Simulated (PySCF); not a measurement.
# C8H9Br: circular dichroism and optical rotation, excited states, first hyperpolarisability

What do calculations give for the circular dichroism and optical rotation, excited states, first hyperpolarisability of C8H9Br (`BrC1=CC2(C=C1)CCC2`)?

Computed with PySCF 2.14.0 and routines of our own; the level stands in each step. Atoms count from 0.

## 1. The system as given

18 atoms, charge 0, multiplicity 1; geometry from: GFN2-xTB.

## 2. Optimising the geometry at PBE0-D3(BJ)/def2-SVP

Job settings and geometry (Å):

```
{"job": {"xc": "PBE0", "basis": "def2-SVP", "d3": "d3bj", "grid": 2, "kind": "geom"}, "charge": 0, "multiplicity": 1}
Br     4.130167    -0.127935     0.609697
C      2.306886     0.134973     0.194468
C      1.282715    -0.649837     0.552568
C      0.022682    -0.055280     0.021949
C      0.506659     1.165138    -0.692898
C      1.835104     1.266697    -0.582981
C     -0.941348    -0.959916    -0.788603
C     -2.125451    -0.439871     0.034597
C     -1.138302     0.192588     1.021912
H      1.320352    -1.555714     1.126754
H     -0.157437     1.835686    -1.205538
H      2.480459     2.028069    -0.980674
H     -0.737623    -2.015225    -0.625405
H     -0.965165    -0.761385    -1.857028
H     -2.720564     0.297763    -0.499323
H     -2.788914    -1.197414     0.445563
H     -1.014373    -0.387355     1.933110
H     -1.304606     1.235336     1.280176
```

Started as:

```sh
$ OMP_NUM_THREADS=1 python excited_run.py task.json out
```

One launch serves the whole session: the jobs run in the order shown.

Output:

```text
step   0  E = -2883.17661685  max force = 0.013273
step   1  E = -2883.17894781  max force = 0.003269
step   2  E = -2883.17905100  max force = 0.000752
step   3  E = -2883.17915320  max force = 0.001981
step   4  E = -2883.17937553  max force = 0.005336
step   5  E = -2883.17950781  max force = 0.003619
step   6  E = -2883.17958994  max force = 0.000850
step   7  E = -2883.17960308  max force = 0.000629
step   8  E = -2883.17960592  max force = 0.000272
optimisation converged
```

Run time: 1.7 min. Hardware: 1 thread of AMD EPYC 9R45, shared host; peak memory 0.99 GiB.

The steps of the relaxation:

| step | energy from step 0 (eV) | largest force component (eV/Å) |
| --- | --- | --- |
| 0 | 0.0000 | 0.6825 |
| 1 | -0.0634 | 0.1681 |
| 2 | -0.0662 | 0.0387 |
| 3 | -0.0690 | 0.1019 |
| 4 | -0.0751 | 0.2744 |
| 5 | -0.0787 | 0.1861 |
| 6 | -0.0809 | 0.0437 |
| 7 | -0.0813 | 0.0323 |
| 8 | -0.0813 | 0.0140 |

Close pairs (by a distance rule), those that changed most:

| bond | before (Å) | after (Å) | change (Å) |
| --- | --- | --- | --- |
| C4–H10 | 1.074 | 1.091 | +0.017 |
| C2–H9 | 1.073 | 1.090 | +0.016 |
| Br0–C1 | 1.888 | 1.872 | -0.016 |
| C5–H11 | 1.074 | 1.090 | +0.016 |
| C1–C5 | 1.452 | 1.467 | +0.015 |
| C6–H12 | 1.087 | 1.100 | +0.013 |
| C8–H16 | 1.087 | 1.100 | +0.013 |
| C7–H14 | 1.088 | 1.100 | +0.013 |

The final coordinates are the input of the step that follows.

| at the end point | value |
| --- | --- |
| point group (found at 0.08 Å tolerance) | Cs |
| rotational constants (GHz, main isotopes) | 4.066, 0.502, 0.480 |
| dipole moment (D) | 2.29 |

## 3. Circular dichroism and optical rotation: TDDFT CAM-B3LYP/aug-cc-pVDZ

Job settings and geometry (Å):

```
{"job": {"kind": "ecd", "xc": "CAM-B3LYP", "basis": "aug-cc-pVDZ", "nstates": 12}, "charge": 0, "multiplicity": 1}
Br     3.193983    -0.237356    -0.093922
C      1.361424    -0.046264    -0.426952
C      0.376118    -0.868995    -0.018057
C     -0.924531    -0.326459    -0.513970
C     -0.523717     0.916323    -1.256301
C      0.811919     1.072129    -1.201015
C     -1.896279    -1.245601    -1.320128
C     -3.082383    -0.566934    -0.616720
C     -2.108717    -0.105363     0.479220
H      0.481737    -1.778937     0.572067
H     -1.234506     1.575915    -1.757155
H      1.411123     1.870313    -1.639272
H     -1.780733    -2.291501    -0.999677
H     -1.826250    -1.200919    -2.416370
H     -3.476708     0.279148    -1.199419
H     -3.928806    -1.200762    -0.315030
H     -2.052652    -0.832656     1.302543
H     -2.218456     0.902773     0.903827
```

Level: TDDFT CAM-B3LYP/aug-cc-pVDZ circular dichroism and optical rotation, one conformer, gas phase.

Output:

```text
coarse grid: 71024 points
cycle   1  E = -2884.2667564136  dE =  7.055e-01  |g| = 3.370e-01  |ddm| = 2.625e+01
cycle   2  E = -2884.2790366174  dE = -1.228e-02  |g| = 3.101e-01  |ddm| = 3.940e+00
cycle   3  E = -2884.3006573602  dE = -2.162e-02  |g| = 8.190e-02  |ddm| = 1.552e+00
cycle   4  E = -2884.3021594864  dE = -1.502e-03  |g| = 3.681e-02  |ddm| = 4.729e-01
cycle   5  E = -2884.3025071534  dE = -3.477e-04  |g| = 5.779e-03  |ddm| = 2.187e-01
cycle   6  E = -2884.3025159086  dE = -8.755e-06  |g| = 1.916e-03  |ddm| = 3.812e-02
final grid: 151088 points
cycle   7  E = -2884.3024943198  dE = -6.470e-08  |g| = 2.365e-03  |ddm| = 3.519e-02
cycle   8  E = -2884.3024933279  dE =  9.919e-07  |g| = 3.094e-03  |ddm| = 2.122e-02
cycle   9  E = -2884.3024956933  dE = -2.365e-06  |g| = 2.243e-04  |ddm| = 1.192e-02
cycle  10  E = -2884.3024957074  dE = -1.414e-08  |g| = 8.853e-05  |ddm| = 1.187e-03
cycle  11  E = -2884.3024957103  dE = -2.945e-09  |g| = 3.239e-05  |ddm| = 6.261e-04
cycle  12  E = -2884.3024957108  dE = -4.993e-10  |g| = 9.104e-06  |ddm| = 2.974e-04
converged SCF energy = -2884.3024957108

Singlet excitations and rotatory strengths (1e-40 esu^2 cm^2)
state   eV       nm     f(len)   f(vel)    R(len)    R(vel)   main configurations
  1   4.6365   267.4  0.03634  0.03532     0.049     0.050   H->L 0.95
  2   5.5478   223.5  0.00015  0.00009    -0.010    -0.010   H->L+5 0.39, H->L+1 0.23, H->L+8 0.17
  3   5.8375   212.4  0.00630  0.00632     0.017     0.016   H->L+1 0.32, H->L+3 0.31, H->L+5 0.14
  4   6.0982   203.3  0.20962  0.20682    -0.657    -0.647   H-1->L 0.85
  5   6.1467   201.7  0.00674  0.00670     0.004     0.004   H->L+2 0.67, H->L+3 0.18
  6   6.2849   197.3  0.00274  0.00260     0.270     0.264   H-2->L 0.87
  7   6.3331   195.8  0.00390  0.00364     0.007     0.006   H->L+1 0.34, H->L+3 0.28, H->L+2 0.15
  8   6.5929   188.1  0.04765  0.04647    -0.058    -0.056   H->L+4 0.77, H->L+11 0.15
  9   6.7945   182.5  0.00281  0.00271    -0.051    -0.050   H->L+7 0.43, H->L+6 0.21, H->L+12 0.08
 10   6.8682   180.5  0.00254  0.00279     0.041     0.046   H-2->L+5 0.53, H-2->L+8 0.23
 11   6.8812   180.2  0.00084  0.00080     0.044     0.035   H-3->L 0.60, H->L+6 0.11, H->L+7 0.09
 12   6.9088   179.5  0.00064  0.00066     0.298     0.298   H-3->L 0.26, H->L+6 0.25, H->L+7 0.21

Specific rotation (deg / (dm g/mL))
    nm     length   length(OI)   velocity    alpha(len)  alpha(vel)
  633.0      -0.55      -0.54      -0.52      116.786    114.538
  589.3      -0.64      -0.64      -0.62      117.380    115.121
  546.0      -0.77      -0.76      -0.74      118.132    115.861
  436.0      -1.32      -1.31      -1.26      121.392    119.062
  405.0      -1.57      -1.57      -1.51      122.967    120.609
  365.0      -1.98      -1.98      -1.90      125.893    123.482
  355.0      -2.09      -2.08      -1.99      126.869    124.439
```

Wall time 2.1 min (1 thread of AMD EPYC 9R45, shared host); peak memory 1.5 GiB.

The fields below are evaluated on a grid from the run's orbitals.

Frontier orbitals at CAM-B3LYP/aug-cc-pVDZ, with the share of their density that lies nearest to each atom:

| orbital | energy (eV) | lies on |
| --- | --- | --- |
| HOMO | -7.67 | C2 30 %; C1, C4 about 17 % each; Br0 14 % |
| LUMO | -0.10 | C1, C2, C4 about 14 % each; C5 10 %; H9, H10 about 6 % each |

ELF in a plane through or near 12 of the atoms.

Ten even steps from '0' (0.00) to '9' (1.00):
```
0000000000000000000000000000
0000000000000000000000000000
0000000000000000000000000000
0000000000002750000000000000
0000004982007993001100000000
0000018997028994019840000000
0000008999556991089991000000
0000003993575550189981000000
0002300262464960168841000000
0036762279515632234688500000
0048875625537214254999900000
0048642851836752025999900000
0026355544532410000278300000
0014624610699400000000000000
0003688610899800000000000000
0001477400899800000000000000
0000022000277200000000000000
0000000000000000000000000000
0000000000000000000000000000
0000000000000000000000000000
```
The map spans 13.3 Å across and 9.6 Å up, centred on the molecule. Atoms in the plane (x, y in Å): Br0 (-4.0, -1.1), C1 (-2.3, -0.4), C2 (-1.1, -1.1), C3 (0.0, -0.1), C4 (-0.7, 1.2), C5 (-2.0, 1.0), C7 (2.1, 0.2), H9 (-1.0, -2.2), H10 (-0.2, 2.2), H11 (-2.8, 1.8), H14 (2.3, 1.3), H15 (3.1, -0.3).

On the surface of density 0.002 e/bohr³ the electrostatic potential runs, from the 1st to the 99th percentile, from -0.59 V near Br0 to 0.99 V near H10.

## 4. Excited states: TDA wB97X-D/aug-cc-pVDZ

Settings changed since step 3:

```diff
@@ -1,2 +1,2 @@
-{"job": {"kind": "ecd", "xc": "CAM-B3LYP", "basis": "aug-cc-pVDZ", "nstates": 12}, "charge": 0, "multiplicity": 1}
+{"job": {"kind": "states", "xc": "wB97X-D", "basis": "aug-cc-pVDZ", "tda": true, "soc": true, "nstates": 6, "ntriplets": 5, "nquad": 4}, "charge": 0, "multiplicity": 1}
 Br     3.193983    -0.237356    -0.093922
```

Level: TDA wB97X-D/aug-cc-pVDZ excited states, vertical, gas phase, spin-orbit mean-field couplings.

Output:

```text
coarse grid: 71024 points
cycle   1  E = -2884.2833921011  dE =  7.967e-01  |g| = 3.245e-01  |ddm| = 2.252e+01
cycle   2  E = -2884.2998331345  dE = -1.644e-02  |g| = 2.747e-01  |ddm| = 3.899e+00
cycle   3  E = -2884.3166216029  dE = -1.679e-02  |g| = 6.937e-02  |ddm| = 1.285e+00
cycle   4  E = -2884.3178074371  dE = -1.186e-03  |g| = 3.004e-02  |ddm| = 4.229e-01
cycle   5  E = -2884.3180463999  dE = -2.390e-04  |g| = 5.604e-03  |ddm| = 2.106e-01
cycle   6  E = -2884.3180562492  dE = -9.849e-06  |g| = 1.898e-03  |ddm| = 4.122e-02
final grid: 151088 points
cycle   7  E = -2884.3170139187  dE = -4.125e-06  |g| = 2.280e-03  |ddm| = 1.351e-01
cycle   8  E = -2884.3170138406  dE =  7.816e-08  |g| = 2.468e-03  |ddm| = 2.019e-02
cycle   9  E = -2884.3170153703  dE = -1.530e-06  |g| = 2.739e-04  |ddm| = 9.789e-03
cycle  10  E = -2884.3170153968  dE = -2.653e-08  |g| = 1.442e-04  |ddm| = 1.876e-03
cycle  11  E = -2884.3170154061  dE = -9.340e-09  |g| = 4.585e-05  |ddm| = 1.361e-03
cycle  12  E = -2884.3170154072  dE = -1.093e-09  |g| = 1.653e-05  |ddm| = 4.742e-04
cycle  13  E = -2884.3170154074  dE = -1.437e-10  |g| = 4.809e-06  |ddm| = 1.543e-04
converged SCF energy = -2884.3170154074

Singlet excitations
state   eV       nm        f     d(h-e)  d(exc)  Lambda  PR(NTO)  |dmu|/D   mu/D   main configurations
  1   4.9598   250.0   0.06056   0.577   2.980   0.742   1.066    2.132    0.430   H->L 0.93
  2   5.6759   218.4   0.00028   1.146   3.440   0.243   1.044    4.168    6.687   H->L+9 0.28, H->L+6 0.22, H->L+1 0.13
  3   6.0356   205.4   0.00650   0.493   4.302   0.194   1.103    2.418    4.784   H->L+3 0.33, H->L+1 0.29, H->L+6 0.12
  4   6.1809   200.6   0.20280   0.392   3.267   0.586   1.366    0.991    1.626   H-1->L 0.79
  5   6.3232   196.1   0.00227   1.578   3.471   0.306   1.036                     H-2->L 0.85
  6   6.3890   194.1   0.00987   1.120   4.874   0.161   1.143                     H->L+2 0.64, H->L+3 0.13

Triplet excitations (Tamm-Dancoff)
state   eV     d(h-e)  d(exc)  Lambda  PR(NTO)   main configurations
  1   2.9762   0.219   2.497   0.707   1.066   H->L 0.83
  2   4.6828   0.294   2.531   0.557   1.679   H-1->L 0.56, H->L+13 0.10
  3   5.3113   1.153   3.100   0.263   1.022   H->L+9 0.28, H->L+6 0.24
  4   5.9810   0.436   4.425   0.175   1.114   H->L+1 0.39, H->L+3 0.35
  5   6.1500   0.463   3.073   0.495   1.850   H-1->L 0.26, H->L+11 0.23, H->L+13 0.22
S1 - T1 = 1.9836 eV

Spin-orbit couplings |<S|Hso|T>| (cm-1)
             T1       T2       T3       T4       T5
S0        1.266    4.266  535.924  110.874   10.168
S1        0.089    0.238   65.897   21.368   14.564
S2       83.127   63.625    3.587    7.131   19.989
S3       30.207   26.570    6.703    1.701    4.717
S4        0.741    1.031   28.992   28.631   20.941
S5      198.340  332.990    7.606    2.241  216.729
S6       31.115   41.020   31.306    4.475   22.127
T1 sublevels (cm-1): 0.000 1.419 1.487   radiative rates (1/s): 39.4 1.77 0.479
```

It took 63 s on 1 thread of AMD EPYC 9R45, shared host; peak memory 1.3 GiB.

In short:

| quantity | value |
| --- | --- |
| S1 less T1 | 1.98 eV |

## 5. Excited states: TDDFT CAM-B3LYP/aug-cc-pVDZ

Settings changed since step 4:

```diff
@@ -1,2 +1,2 @@
-{"job": {"kind": "states", "xc": "wB97X-D", "basis": "aug-cc-pVDZ", "tda": true, "soc": true, "nstates": 6, "ntriplets": 5, "nquad": 4}, "charge": 0, "multiplicity": 1}
+{"job": {"kind": "states", "xc": "CAM-B3LYP", "basis": "aug-cc-pVDZ", "tpa": true, "nstates": 8, "nquad": 6, "ntriplets": 0}, "charge": 0, "multiplicity": 1}
 Br     3.193983    -0.237356    -0.093922
```

Level: TDDFT CAM-B3LYP/aug-cc-pVDZ excited states, vertical, gas phase, two-photon moments by quadratic response.

Output:

```text
coarse grid: 71024 points
cycle   1  E = -2884.2667564136  dE =  7.055e-01  |g| = 3.370e-01  |ddm| = 2.625e+01
cycle   2  E = -2884.2790366174  dE = -1.228e-02  |g| = 3.101e-01  |ddm| = 3.940e+00
cycle   3  E = -2884.3006573602  dE = -2.162e-02  |g| = 8.190e-02  |ddm| = 1.552e+00
cycle   4  E = -2884.3021594864  dE = -1.502e-03  |g| = 3.681e-02  |ddm| = 4.729e-01
cycle   5  E = -2884.3025071534  dE = -3.477e-04  |g| = 5.779e-03  |ddm| = 2.187e-01
cycle   6  E = -2884.3025159086  dE = -8.755e-06  |g| = 1.916e-03  |ddm| = 3.812e-02
final grid: 151088 points
cycle   7  E = -2884.3024943198  dE = -6.470e-08  |g| = 2.365e-03  |ddm| = 3.519e-02
cycle   8  E = -2884.3024933279  dE =  9.919e-07  |g| = 3.094e-03  |ddm| = 2.122e-02
cycle   9  E = -2884.3024956933  dE = -2.365e-06  |g| = 2.243e-04  |ddm| = 1.192e-02
cycle  10  E = -2884.3024957074  dE = -1.414e-08  |g| = 8.853e-05  |ddm| = 1.187e-03
cycle  11  E = -2884.3024957103  dE = -2.945e-09  |g| = 3.239e-05  |ddm| = 6.261e-04
cycle  12  E = -2884.3024957108  dE = -4.993e-10  |g| = 9.104e-06  |ddm| = 2.974e-04
converged SCF energy = -2884.3024957108

Singlet excitations
state   eV       nm        f     d(h-e)  d(exc)  Lambda  PR(NTO)  |dmu|/D   mu/D   delta(TPA)   sigma/GM   main configurations
  1   4.6367   267.4   0.03637   0.558   2.992   0.732   1.096    1.984    0.546       22.83      0.180   H->L 0.95
  2   5.5480   223.5   0.00015   0.890   3.672   0.263   1.053    3.206    5.666       28.45      0.321   H->L+5 0.39, H->L+1 0.23, H->L+8 0.17
  3   5.8376   212.4   0.00630   0.646   4.322   0.220   1.089    2.969    5.365       94.93      1.185   H->L+1 0.32, H->L+3 0.31, H->L+5 0.14
  4   6.0985   203.3   0.20960   0.507   3.323   0.587   1.303    1.395    1.137       76.71      1.045   H-1->L 0.85
  5   6.1468   201.7   0.00673   1.362   4.890   0.179   1.081    5.083    2.620       13.59      0.188   H->L+2 0.67, H->L+3 0.18
  6   6.2850   197.3   0.00274   1.701   3.536   0.300   1.027    5.408    2.958        0.14      0.002   H-2->L 0.87
  7   6.3331   195.8   0.00390   2.365   5.408   0.198   1.038                                            H->L+1 0.34, H->L+3 0.28, H->L+2 0.15
  8   6.5929   188.1   0.04767   1.293   4.930   0.381   1.072                                            H->L+4 0.77, H->L+11 0.15
```

Wall time 68 s (1 thread of AMD EPYC 9R45, shared host); peak memory 1.4 GiB.

## 6. First hyperpolarisability: quadratic response CAM-B3LYP/aug-cc-pVDZ

Settings changed since step 5:

```diff
@@ -1,2 +1,2 @@
-{"job": {"kind": "states", "xc": "CAM-B3LYP", "basis": "aug-cc-pVDZ", "tpa": true, "nstates": 8, "nquad": 6, "ntriplets": 0}, "charge": 0, "multiplicity": 1}
+{"job": {"kind": "beta", "xc": "CAM-B3LYP", "basis": "aug-cc-pVDZ"}, "charge": 0, "multiplicity": 1}
 Br     3.193983    -0.237356    -0.093922
```

With the program's defaults for keys left out, this is: quadratic response CAM-B3LYP/aug-cc-pVDZ first hyperpolarisability, Taylor convention, gas phase.

Output:

```text
coarse grid: 71024 points
cycle   1  E = -2884.2667564136  dE =  7.055e-01  |g| = 3.370e-01  |ddm| = 2.625e+01
cycle   2  E = -2884.2790366174  dE = -1.228e-02  |g| = 3.101e-01  |ddm| = 3.940e+00
cycle   3  E = -2884.3006573602  dE = -2.162e-02  |g| = 8.190e-02  |ddm| = 1.552e+00
cycle   4  E = -2884.3021594864  dE = -1.502e-03  |g| = 3.681e-02  |ddm| = 4.729e-01
cycle   5  E = -2884.3025071534  dE = -3.477e-04  |g| = 5.779e-03  |ddm| = 2.187e-01
cycle   6  E = -2884.3025159086  dE = -8.755e-06  |g| = 1.916e-03  |ddm| = 3.812e-02
final grid: 151088 points
cycle   7  E = -2884.3024943198  dE = -6.470e-08  |g| = 2.365e-03  |ddm| = 3.519e-02
cycle   8  E = -2884.3024933279  dE =  9.919e-07  |g| = 3.094e-03  |ddm| = 2.122e-02
cycle   9  E = -2884.3024956933  dE = -2.365e-06  |g| = 2.243e-04  |ddm| = 1.192e-02
cycle  10  E = -2884.3024957074  dE = -1.414e-08  |g| = 8.853e-05  |ddm| = 1.187e-03
cycle  11  E = -2884.3024957103  dE = -2.945e-09  |g| = 3.239e-05  |ddm| = 6.261e-04
cycle  12  E = -2884.3024957108  dE = -4.993e-10  |g| = 9.104e-06  |ddm| = 2.974e-04
converged SCF energy = -2884.3024957108

Lowest singlets (eV, f): 4.6367 0.0364  5.5480 0.0001  5.8376 0.0063

First hyperpolarisability (au)
process     nm      |vector|   parallel      HRS      DR
static         -       80.93      47.16      33.54   4.986
shg       1907.0       80.91      47.24      33.96   4.715
eope      1907.0       80.98      47.21          -       -
shg       1064.0       78.70       46.3      34.71    3.86
eope      1064.0       80.89      47.24          -       -
```

Run time: 60 s. Hardware: 1 thread of AMD EPYC 9R45, shared host; peak memory 1.4 GiB.

## 7. Circular dichroism and optical rotation: TDDFT CAM-B3LYP/aug-cc-pVDZ in acetonitrile

Settings changed since step 6:

```diff
@@ -1,2 +1,2 @@
-{"job": {"kind": "beta", "xc": "CAM-B3LYP", "basis": "aug-cc-pVDZ"}, "charge": 0, "multiplicity": 1}
+{"job": {"kind": "ecd", "xc": "CAM-B3LYP", "basis": "aug-cc-pVDZ", "nstates": 12, "solvent": "acetonitrile"}, "charge": 0, "multiplicity": 1}
 Br     3.193983    -0.237356    -0.093922
```

Method: TDDFT CAM-B3LYP/aug-cc-pVDZ circular dichroism and optical rotation, one conformer, IEF-PCM acetonitrile (non-equilibrium linear response, no local-field factor).

Output:

```text
coarse grid: 71024 points
cycle   1  E = -2884.2727863071  dE =  6.999e-01  |g| = 3.327e-01  |ddm| = 2.624e+01
cycle   2  E = -2884.2855696763  dE = -1.278e-02  |g| = 2.995e-01  |ddm| = 3.914e+00
cycle   3  E = -2884.3062337622  dE = -2.066e-02  |g| = 6.706e-02  |ddm| = 1.637e+00
cycle   4  E = -2884.3072648713  dE = -1.031e-03  |g| = 3.144e-02  |ddm| = 4.310e-01
cycle   5  E = -2884.3075180406  dE = -2.532e-04  |g| = 4.450e-03  |ddm| = 2.018e-01
cycle   6  E = -2884.3075238846  dE = -5.844e-06  |g| = 1.599e-03  |ddm| = 3.170e-02
final grid: 151088 points
cycle   7  E = -2884.3075026586  dE = -3.321e-07  |g| = 1.785e-03  |ddm| = 3.434e-02
cycle   8  E = -2884.3075023233  dE =  3.353e-07  |g| = 2.152e-03  |ddm| = 1.615e-02
cycle   9  E = -2884.3075034641  dE = -1.141e-06  |g| = 1.492e-04  |ddm| = 8.725e-03
cycle  10  E = -2884.3075034723  dE = -8.105e-09  |g| = 7.907e-05  |ddm| = 1.067e-03
cycle  11  E = -2884.3075034751  dE = -2.820e-09  |g| = 2.589e-05  |ddm| = 7.438e-04
cycle  12  E = -2884.3075034753  dE = -2.501e-10  |g| = 7.173e-06  |ddm| = 2.145e-04
converged SCF energy = -2884.3075034753

Singlet excitations and rotatory strengths (1e-40 esu^2 cm^2)
state   eV       nm     f(len)   f(vel)    R(len)    R(vel)   main configurations
  1   4.6487   266.7  0.04832  0.04692     0.042     0.041   H->L 0.96
  2   5.5278   224.3  0.00002  0.00000    -0.013    -0.011   H->L+4 0.54, H->L+8 0.13, H->L+1 0.09
  3   5.7836   214.4  0.00815  0.00790     0.016     0.014   H->L+1 0.62, H->L+2 0.24
  4   6.1038   203.1  0.28963  0.28525    -0.711    -0.704   H-1->L 0.88
  5   6.3102   196.5  0.00930  0.00913    -0.020    -0.019   H->L+3 0.78
  6   6.4128   193.3  0.00561  0.00542     0.221     0.217   H-2->L 0.84
  7   6.5174   190.2  0.00470  0.00432     0.049     0.048   H->L+2 0.52, H->L+1 0.16, H->L+8 0.12
  8   6.6207   187.3  0.09774  0.09496    -0.049    -0.049   H->L+5 0.70, H->L+10 0.22
  9   6.7731   183.1  0.00156  0.00150     0.254     0.250   H-3->L 0.82
 10   6.8617   180.7  0.00454  0.00424    -0.102    -0.103   H->L+7 0.56, H->L+14 0.12, H->L+6 0.09
 11   6.9524   178.3  0.00535  0.00554    -0.024    -0.026   H-2->L+4 0.50, H-2->L+8 0.13, H-2->L+2 0.12
 12   7.0044   177.0  0.00030  0.00029     0.230     0.229   H->L+8 0.22, H->L+4 0.21, H->L+6 0.13

Specific rotation (deg / (dm g/mL))
    nm     length   length(OI)   velocity    alpha(len)  alpha(vel)
  633.0      -0.43      -0.43      -0.41      130.579    127.979
  589.3      -0.51      -0.51      -0.49      131.315    128.700
  546.0      -0.62      -0.61      -0.59      132.249    129.616
  436.0      -1.13      -1.12      -1.07      136.310    133.598
  405.0      -1.38      -1.37      -1.32      138.281    135.530
  365.0      -1.84      -1.84      -1.75      141.958    139.134
  355.0      -1.98      -1.97      -1.88      143.187    140.338
```

Run time: 2 min. Hardware: 1 thread of AMD EPYC 9R45, shared host; peak memory 1.6 GiB.

## 8. What came out

| quantity | value |
| --- | --- |
| point group | Cs |
| rotational constants (main isotopes) | 4.07, 0.50, 0.48 GHz |
| state of largest rotatory strength (velocity form) among 12 (step 3, TDDFT CAM-B3LYP/aug-cc-pVDZ) | 6.10 eV, R = -0.6 (velocity), -0.7 (length) ·10⁻⁴⁰ esu² cm² |
| specific rotation at 633.0 nm (step 3, TDDFT CAM-B3LYP/aug-cc-pVDZ) | -0.5 (velocity), -0.6 (length) |
| surface potential, 1st and 99th percentile | -0.59 V and 0.99 V |
| S1 less T1 (step 4, TDA wB97X-D/aug-cc-pVDZ) | 1.98 eV |
| β vector (step 6, quadratic response CAM-B3LYP/aug-cc-pVDZ) | static 81, SHG 1907.0 nm 81, SHG 1064.0 nm 79 au |
| state of largest rotatory strength (velocity form) among 12 (step 7, TDDFT CAM-B3LYP/aug-cc-pVDZ in acetonitrile) | 6.10 eV, R = -0.7 (velocity), -0.7 (length) ·10⁻⁴⁰ esu² cm² |
| specific rotation at 633.0 nm (step 7, TDDFT CAM-B3LYP/aug-cc-pVDZ in acetonitrile) | -0.4 (velocity), -0.4 (length) |

What this shows: Relaxing lowered the energy by 0.081 eV in 8 steps; the close pair that moved most is C4–H10, from 1.074 to 1.091 Å. Steps that list no spin-orbit terms leave them out, which matters at and beside the heavy atoms. The geometry is achiral, so these rotations and rotatory strengths are numerical residue. Scalar relativity is left out for the heavy atoms. In step 4, the number of triplets below S1 is 2, and the largest singlet-triplet spin-orbit coupling is S0–T3, 535.92 cm⁻¹.
